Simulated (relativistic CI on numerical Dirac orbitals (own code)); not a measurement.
# Ir²⁺: 5d valence photoemission multiplets

Wanted: the shape of the 5d valence photoemission spectrum of Ir²⁺ in 3 surroundings, from the same atomic integrals.

Program: relativistic CI on numerical Dirac orbitals (own code) version 1. Level of theory: Dirac-Coulomb-Breit CI, KLI orbitals optimised for each configuration, model QED (radiative potential, 1s self-energy scaled to tabulated hydrogen-like ionisation energies), valence Slater integrals scaled by 0.7, multiplet model of photoemission in the sudden approximation in a parametric crystal field. These are calculated values, not measurements, unless marked.

## Step 1: The atom as given

- ion: Ir²⁺ (Ir III)
- nuclear charge: 77
- electrons: 75
- configurations: [Xe] 4f14 5d7 → [Xe] 4f14 5d6
- temperature: 300 K
- widths: Lorentz 0.3 eV, Gauss 0.5 eV
- surrounding 1: Oh, 10Dq = 34700 cm⁻¹
- surrounding 2: Oh, 10Dq = 44400 cm⁻¹
- surrounding 3: Oh, 10Dq = 54150 cm⁻¹

## Step 2: Surrounding 1: Oh, 10Dq = 34700

Settings of the run:

```ini
atom Ir  Z=77  charge=2  electrons=75
nucleus A=193  rms_radius_fm=5.4032
hamiltonian dirac-coulomb  breit=on  qed=on  c_scale=1
orbitals kli  potential=per-configuration
slater_scale 0.7
correlation none
mixing on
configurations
  [Xe] 4f14 5d7
  [Xe] 4f14 5d6
end
photoemission 5d valence T=300 lorentz=0.3 gauss=0.5
crystal_field Oh 10Dq=34700
```

Results of the run (chosen fields of its result record, rounded):

```text
status: converged
curve, one point in 2 above 2 % of the maximum [energy, intensity] [eV; 1/eV]:
  - [25.3, 0.009578]
  - [25.5, 0.01548]
  - [25.7, 0.03075]
  - [25.9, 0.06958]
  - [26.1, 0.1329]
  - [26.3, 0.1666]
  - [26.5, 0.1272]
  - [26.7, 0.06546]
  - [26.9, 0.03029]
  - [27.1, 0.01721]
  - [27.3, 0.01262]
  - [27.5, 0.01099]
  - [27.7, 0.01073]
  - [27.9, 0.0114]
  - [28.1, 0.01301]
  - [28.3, 0.01589]
  - [28.5, 0.02098]
  - [28.7, 0.03108]
  - [28.9, 0.05507]
  - [29.1, 0.1153]
  - [29.3, 0.2287]
  - [29.5, 0.3357]
  - [29.7, 0.3364]
  - [29.9, 0.2771]
  - [30.1, 0.2853]
  - [30.3, 0.359]
  - [30.5, 0.4197]
  - [30.7, 0.4125]
  - [30.9, 0.3143]
  - [31.1, 0.1925]
  - [31.3, 0.1381]
  - [31.5, 0.1461]
  - [31.7, 0.1428]
  - [31.9, 0.09813]
  - [32.1, 0.05247]
  - [32.3, 0.02884]
  - [32.5, 0.01888]
  - [32.7, 0.01385]
  - [32.9, 0.01061]
sticks, the strongest [energy, strength] [eV, share]:
  - [26.29, 0.1418]
  - [29.45, 0.07069]
  - [29.57, 0.1061]
  - [29.64, 0.1059]
  - [30.22, 0.03522]
  - [30.3, 0.1052]
  - [30.5, 0.06974]
  - [30.66, 0.1039]
  - [30.8, 0.1406]
  - [31.64, 0.1034]
  - [32.01, 0.001864]
  - [34.7, 0.00117]
  - [35.67, 0.001599]
  - [36.1, 0.001448]
centroid [eV]: 29.8557
spread [eV]: 1.68362
peak [eV]: 30.6
ground_S: 0.551161
radial 5d6 [Ha, bohr]: {"<r^-3>(5d)": 13.045, "<r^1>(5d)": 1.5439, "<r^2>(5d)": 2.7514, "<r^4>(5d)": 12.583, "F2(5d,5d)": 0.30663, "F4(5d,5d)": 0.20369, "zeta(5d)": 0.018309}
```

Run time: 0.27 s. Hardware: 1 thread, shared host.

## Step 3: Surrounding 2: Oh, 10Dq = 44400

The settings differ from step 2 so:

```diff
@@ -12,2 +12,2 @@
 photoemission 5d valence T=300 lorentz=0.3 gauss=0.5
-crystal_field Oh 10Dq=34700
+crystal_field Oh 10Dq=44400
```

From the record:

```text
status: converged
curve, one point in 3 above 2 % of the maximum [energy, intensity] [eV; 1/eV]:
  - [24.7, 0.01079]
  - [25, 0.02778]
  - [25.3, 0.09306]
  - [25.6, 0.166]
  - [25.9, 0.09997]
  - [26.2, 0.03085]
  - [26.5, 0.01252]
  - [28.3, 0.00883]
  - [28.6, 0.0117]
  - [28.9, 0.01718]
  - [29.2, 0.03035]
  - [29.5, 0.07751]
  - [29.8, 0.2264]
  - [30.1, 0.3536]
  - [30.4, 0.2889]
  - [30.7, 0.3338]
  - [31, 0.4341]
  - [31.3, 0.3678]
  - [31.6, 0.1786]
  - [31.9, 0.133]
  - [32.2, 0.1433]
  - [32.5, 0.07277]
  - [32.8, 0.02648]
  - [33.1, 0.01374]
  - [33.4, 0.009398]
sticks, the strongest [energy, strength] [eV, share]:
  - [25.61, 0.1422]
  - [29.96, 0.07095]
  - [30.06, 0.1065]
  - [30.16, 0.1064]
  - [30.79, 0.1061]
  - [31.14, 0.1057]
  - [31.27, 0.1064]
  - [32.15, 0.1052]
centroid [eV]: 30.1617
spread [eV]: 2.03792
peak [eV]: 31.1
ground_S: 0.528552
```

It took 0.27 s on 1 thread, shared host.

## Step 4: Surrounding 3: Oh, 10Dq = 54150

The settings differ from step 3 so:

```diff
@@ -12,2 +12,2 @@
 photoemission 5d valence T=300 lorentz=0.3 gauss=0.5
-crystal_field Oh 10Dq=44400
+crystal_field Oh 10Dq=54150
```

From the record:

```text
status: converged
curve, one point in 3 above 2 % of the maximum [energy, intensity] [eV; 1/eV]:
  - [24, 0.01046]
  - [24.3, 0.02743]
  - [24.6, 0.09274]
  - [24.9, 0.1657]
  - [25.2, 0.09948]
  - [25.5, 0.03013]
  - [25.8, 0.01161]
  - [29, 0.01027]
  - [29.3, 0.01481]
  - [29.6, 0.02462]
  - [29.9, 0.05563]
  - [30.2, 0.169]
  - [30.5, 0.338]
  - [30.8, 0.3162]
  - [31.1, 0.3102]
  - [31.4, 0.4228]
  - [31.7, 0.412]
  - [32, 0.2185]
  - [32.3, 0.1243]
  - [32.6, 0.1481]
  - [32.9, 0.09896]
  - [33.2, 0.03607]
  - [33.5, 0.01619]
  - [33.8, 0.01006]
sticks, the strongest [energy, strength] [eV, share]:
  - [24.91, 0.1424]
  - [30.45, 0.07109]
  - [30.55, 0.1067]
  - [30.66, 0.1066]
  - [31.28, 0.1064]
  - [31.62, 0.1063]
  - [31.74, 0.1067]
  - [32.65, 0.1059]
centroid [eV]: 30.4708
spread [eV]: 2.41663
peak [eV]: 31.5
ground_S: 0.518038
```

It took 0.27 s on 1 thread, shared host.

## Step 5: The spectra side by side

| surrounding | ground S | centroid (eV) | spread (eV) | up to four highest peaks (% of the highest), eV |
| --- | --- | --- | --- | --- |
| 1: Oh | 0.55 | 29.86 | 1.68 | 26.3 (39), 29.6 (82), 30.6 (100), 31.6 (35) |
| 2: Oh | 0.53 | 30.16 | 2.04 | 25.6 (38), 30.1 (81), 31.1 (100), 32.1 (34) |
| 3: Oh | 0.52 | 30.47 | 2.42 | 24.9 (37), 30.6 (80), 31.5 (100), 32.6 (33) |

## Step 6: Outcome

| quantity | value |
| --- | --- |
| highest peak, first run | 30.6 eV |
| ground spin (effective S from ⟨S²⟩) | 0.52 to 0.55 |

What this shows: The position of the maximum differs by up to 0.9 eV between the surroundings, by shifts of peaks or by peaks exchanging rank. Energies are those of the free ion without screening by ligands; binding energies in solids differ by tens of eV.
